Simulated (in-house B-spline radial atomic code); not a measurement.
**Re⁵⁰⁺: excited configurations in jj coupling**

Wanted: excitation energies of Re⁵⁰⁺ as differences of total energies (ΔSCF).

The numbers are computed with in-house B-spline radial atomic code version 1 (Dirac-Hartree-Fock, average of configuration, Fermi nucleus, basis-set limit), except any that are marked as measured or tabulated.

### 1 The atom as given

```
element       : rhenium (Z = 75)
charge        : +50
electrons     : 25
configuration : 1s2 2s2 2p6 3s2 3p6 3d-4 3d+3
Hamiltonian   : Dirac-Coulomb
nucleus       : Fermi, rms radius 5.370 fm
```

In configurations, a minus sign after the shell means j = l − 1/2 and a plus sign j = l + 1/2; the count of electrons follows.

The run's settings:

```ini
Z = 75
electrons = 25.0
configuration = 1s2 2s2 2p6 3s2 3p6 3d-4 3d+3
hamiltonian = dirac
method = hf
spin_polarised = False
nucleus = fermi
rms_radius = 5.3698
mass_number = 187
atomic_mass = 186.955752217
speed_of_light = 137.035999084
```

From the earlier run of the reference: total energy -14656.310337 hartree. Levels, eight at most:

| orbital | occupation | energy (eV) | <r> (bohr) |
| --- | --- | --- | --- |
| 2s1/2 | 2 | -15528.6 | 0.07522 |
| 2p1/2 | 2 | -14980.9 | 0.06228 |
| 2p3/2 | 4 | -13515.5 | 0.07015 |
| 3s1/2 | 2 | -5625.92 | 0.1901 |
| 3p1/2 | 2 | -5398.87 | 0.1798 |
| 3p3/2 | 4 | -5036.70 | 0.1929 |
| 3d3/2 | 4 | -4691.32 | 0.1671 |
| 3d5/2 | 3 | -4611.29 | 0.1712 |

### 2 Configuration 1s2 2s2 2p6 3s2 3p-1 3p+4 3d-1 3d+6 6g+1

The run's settings:

```ini
Z = 75
electrons = 25.0
configuration = 1s2 2s2 2p6 3s2 3p-1 3p+4 3d-1 3d+6 6g+1
hamiltonian = dirac
method = hf
spin_polarised = False
nucleus = fermi
rms_radius = 5.3698
mass_number = 187
atomic_mass = 186.955752217
speed_of_light = 137.035999084
```

### 3 1s2 2s2 2p6 3s2 3p-1 3p+4 3d-2 3d+5 6p-1

Changes to the settings of step 2:

```diff
@@ -2,3 +2,3 @@
 electrons = 25.0
-configuration = 1s2 2s2 2p6 3s2 3p-1 3p+4 3d-1 3d+6 6g+1
+configuration = 1s2 2s2 2p6 3s2 3p-1 3p+4 3d-2 3d+5 6p-1
 hamiltonian = dirac
```

### 4 1s2 2s2 2p6 3s2 3p-1 3p+4 3d-2 3d+5 7d-1

Changes to the settings of step 3:

```diff
@@ -2,3 +2,3 @@
 electrons = 25.0
-configuration = 1s2 2s2 2p6 3s2 3p-1 3p+4 3d-2 3d+5 6p-1
+configuration = 1s2 2s2 2p6 3s2 3p-1 3p+4 3d-2 3d+5 7d-1
 hamiltonian = dirac
```

### 5 1s2 2s2 2p6 3s2 3p-2 3p+3 3d-3 3d+4 5d-1

Changes to the settings of step 4:

```diff
@@ -2,3 +2,3 @@
 electrons = 25.0
-configuration = 1s2 2s2 2p6 3s2 3p-1 3p+4 3d-2 3d+5 7d-1
+configuration = 1s2 2s2 2p6 3s2 3p-2 3p+3 3d-3 3d+4 5d-1
 hamiltonian = dirac
```

### 6 Run with 1s2 2s2 2p6 3s2 3p6 3d-1 3d+5 4f+1

Changes to the settings of step 5:

```diff
@@ -2,3 +2,3 @@
 electrons = 25.0
-configuration = 1s2 2s2 2p6 3s2 3p-2 3p+3 3d-3 3d+4 5d-1
+configuration = 1s2 2s2 2p6 3s2 3p6 3d-1 3d+5 4f+1
 hamiltonian = dirac
```

### 7 Run with 1s2 2s2 2p6 3s2 3p6 3d-2 3d+5

Changes to the settings of step 6:

```diff
@@ -2,3 +2,3 @@
 electrons = 25.0
-configuration = 1s2 2s2 2p6 3s2 3p6 3d-1 3d+5 4f+1
+configuration = 1s2 2s2 2p6 3s2 3p6 3d-2 3d+5
 hamiltonian = dirac
```

### 8 Configuration 1s2 2s2 2p6 3s2 3p6 3d-3 3d+4

Changes to the settings of step 7:

```diff
@@ -2,3 +2,3 @@
 electrons = 25.0
-configuration = 1s2 2s2 2p6 3s2 3p6 3d-2 3d+5
+configuration = 1s2 2s2 2p6 3s2 3p6 3d-3 3d+4
 hamiltonian = dirac
```

Q: How far above the reference does each configuration lie (order and size, in eV)?

As calculated:

| net move | configuration | energy above the reference (eV) | with Breit, QED, recoil (eV) | largest <r> (bohr) |
| --- | --- | --- | --- | --- |
| 3d3/2 → 3d5/2 | 1s2 2s2 2p6 3s2 3p6 3d-3 3d+4 | 77.311 | 75.493 | 0.193 |
| 2×3d3/2 → 2×3d5/2 | 1s2 2s2 2p6 3s2 3p6 3d-2 3d+5 | 151.96 | 148.92 | 0.193 |
| 3×3d3/2 → 2×3d5/2, 4f7/2 | 1s2 2s2 2p6 3s2 3p6 3d-1 3d+5 4f+1 | 2545.12 | 2538.28 | 0.331 |
| 3d3/2, 3p3/2 → 3d5/2, 5d3/2 | 1s2 2s2 2p6 3s2 3p-2 3p+3 3d-3 3d+4 5d-1 | 3575.11 | 3567.62 | 0.617 |
| 2×3d3/2, 3p1/2 → 2×3d5/2, 6p1/2 | 1s2 2s2 2p6 3s2 3p-1 3p+4 3d-2 3d+5 6p-1 | 4407.25 | 4395.07 | 0.905 |
| 3×3d3/2, 3p1/2 → 3×3d5/2, 6g9/2 | 1s2 2s2 2p6 3s2 3p-1 3p+4 3d-1 3d+6 6g+1 | 4607.88 | 4594.26 | 0.854 |
| 2×3d3/2, 3p1/2 → 2×3d5/2, 7d3/2 | 1s2 2s2 2p6 3s2 3p-1 3p+4 3d-2 3d+5 7d-1 | 4765.59 | 4752.75 | 1.30 |

The lowest of them is 3d3/2 → 3d5/2 at 77.311 eV and the highest 2×3d3/2, 3p1/2 → 2×3d5/2, 7d3/2 at 4765.59 eV. 1 of them lies more than 2 % above the ionisation threshold that Koopmans' theorem gives (4611.29 eV), where such states can decay by emitting an electron. Two partly filled shells share a symmetry and can mix in the average, which may lower the energy, for: 3d3/2, 3p3/2 → 3d5/2, 5d3/2; 2×3d3/2, 3p1/2 → 2×3d5/2, 6p1/2; 2×3d3/2, 3p1/2 → 2×3d5/2, 7d3/2. These are averages over configurations, without correlation, not spectroscopic levels.
